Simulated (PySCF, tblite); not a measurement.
# C₇H₁₃F: geometry, infrared bands and NMR shifts

What infrared bands and NMR shifts should C₇H₁₃F (`C[C@@H]1[C@H](C)CC[C@H]1F`) show?

The runs use tblite 0.8.0 and PySCF 2.14.0, with density-fitted response routines of our own; the level of theory stands in each step. All values are computed, except where a source is named. Atoms count from 0, in the outputs and in this text.

**1. The starting structure**

21 atoms, charge 0, multiplicity 1; geometry from: force field or distance geometry start.

Bonds of the start (Å): C0–C1 1.53, C1–C2 1.52, C2–C3 1.52, C2–C4 1.54, C4–C5 1.53, C5–C6 1.52, C6–F7 1.37, C6–C1 1.53, C0–H8 1.09, C0–H9 1.09, C0–H10 1.10, C1–H11 1.11, C2–H12 1.11, C3–H13 1.09, C3–H14 1.10, C3–H15 1.11, C4–H16 1.09, C4–H17 1.10, C5–H18 1.09, C5–H19 1.10, C6–H20 1.09.

**2. Optimising the geometry with GFN2-xTB**

Job settings and geometry (Å):

```
{"job": {"kind": "relax", "xc": "GFN2-xTB", "basis": "xTB"}, "charge": 0, "multiplicity": 1}
C      1.398100    -1.068700    -0.636800
C      0.715400    -0.408400     0.562500
C     -0.801000    -0.288900     0.470700
C     -1.543700    -1.499900    -0.072400
C     -1.034900     0.966200    -0.381500
C      0.225100     1.819200    -0.235300
C      1.132300     1.054000     0.720500
F      0.838500     1.453100     1.998700
H      2.484600    -1.014500    -0.542800
H      1.104600    -0.585500    -1.573600
H      1.117400    -2.126600    -0.706100
H      0.979900    -0.981600     1.475400
H     -1.204100    -0.075800     1.484600
H     -1.269100    -1.730000    -1.104000
H     -2.628900    -1.336700    -0.031500
H     -1.319300    -2.387400     0.557200
H     -1.923700     1.516400    -0.055900
H     -1.181700     0.710600    -1.445900
H      0.713300     1.938700    -1.203000
H     -0.003900     2.817800     0.158000
H      2.192200     1.245100     0.560900
```

Launch:

```
OMP_NUM_THREADS=1 python probes_run.py task.json out
```

One launch serves the whole session: the jobs run in the order shown.

**Question.** This job is followed by: GFN2-xTB harmonic vibrations, gas phase; GIAO PBE0/pcSseg-1 NMR shielding, non-relativistic, gas phase. Predict these results of the whole session: strongest single infrared mode (GFN2-xTB); zero-point energy (GFN2-xTB); 13C shifts against TMS (PBE0/pcSseg-1); 1H shifts against TMS (PBE0/pcSseg-1, means over atoms taken as alike); 19F shifts against CFCl3 (PBE0/pcSseg-1); surface potential, 1st and 99th percentile.

The runs gave:

| quantity | value |
| --- | --- |
| strongest single infrared mode (GFN2-xTB) | 3046 cm⁻¹, 51 km/mol |
| zero-point energy (GFN2-xTB) | 117.2 kcal/mol |
| 13C shifts against TMS (PBE0/pcSseg-1) | 105.5, 49.4, 38.4, 35.7, 34.0, 17.2, 12.2 ppm |
| 1H shifts against TMS (PBE0/pcSseg-1, means over atoms taken as alike) | 4.85, 2.31, 2.22, 2.12, 2.06, 1.91, 1.24, 1.03, 0.73 ppm |
| 19F shifts against CFCl3 (PBE0/pcSseg-1) | -183.4 ppm |
| surface potential, 1st and 99th percentile | -1.21 V and 0.70 V |

**Reading.** Relaxing lowered the energy by 0.080 eV in 65 steps; the close pair that moved most is C3–H15, from 1.111 to 1.088 Å. All 57 modes are real, so the xTB geometry is a minimum. GFN2-xTB is a fitted tight-binding method: band positions and strengths are rough. Its intensities can rank the bands wrongly. The most deshielded carbon is C6 (sp3 CH bonded to F), at 105.5 ppm: pulled downfield by the heteroatom. The most deshielded hydrogen is H20 (hydrogen on an sp3 CH bonded to F), at 4.85 ppm: its carbon carries F, which withdraws density. At PBE0/pcSseg-1: Shielding is most anisotropic at F7 (span 133 ppm, paramagnetic term -120 ppm).
